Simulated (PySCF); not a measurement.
# H2O2Zn: the cost of one run

Programs: PySCF 2.14.0. All values are calculated, for the isolated system unless a continuum is named. Atoms count from 0, parts from 1.

## 1. The system as given

Each species was relaxed by itself at PBE0-D3(BJ)/def2-SVPD.

## 2. Energies of the species: wB97M-D3(BJ)/def2-TZVPD

Job settings and geometry (Å):

```
{"job": {"kind": "react", "xc": "wB97M-D3(BJ)", "basis": "def2-TZVPD"}, "charge": 0, "multiplicity": 1}
-1 H2OZn charge 0 multiplicity 1
O      0.764100    -0.672180     0.554750
Zn    -0.282430     0.285370    -0.526040
H      0.624060    -0.674060     1.503630
H     -1.105740     1.060860    -1.532340

-1 N2O charge 0 multiplicity 1
N      1.146640    -0.006030     0.011970
N      0.021860    -0.011520     0.010820
O     -1.155010    -0.017280     0.009610

+1 H2O2Zn charge 0 multiplicity 1
O      1.049750     0.798740     1.231130
Zn    -0.091780    -0.065580     0.181880
O     -1.350540    -1.012200    -0.636670
H      1.736340     1.328170     0.819410
H     -1.343770    -1.049130    -1.595750

+1 N2 charge 0 multiplicity 1
N      0.547240    -0.028960     0.028370
N     -0.547240     0.028960    -0.028370
```

Method: wB97M-D3(BJ)/def2-TZVPD reaction energy of separated species, gas phase.

On the command line:

```sh
OMP_NUM_THREADS=1 python cluster_run.py task.json out
```

The driver reads the jobs from task.json and runs them one after another.

Q: Estimate the wall time and peak memory of this first job on 1 thread of Arm Neoverse V2, shared host.

About 14 s, with a peak of 0.52 GiB.
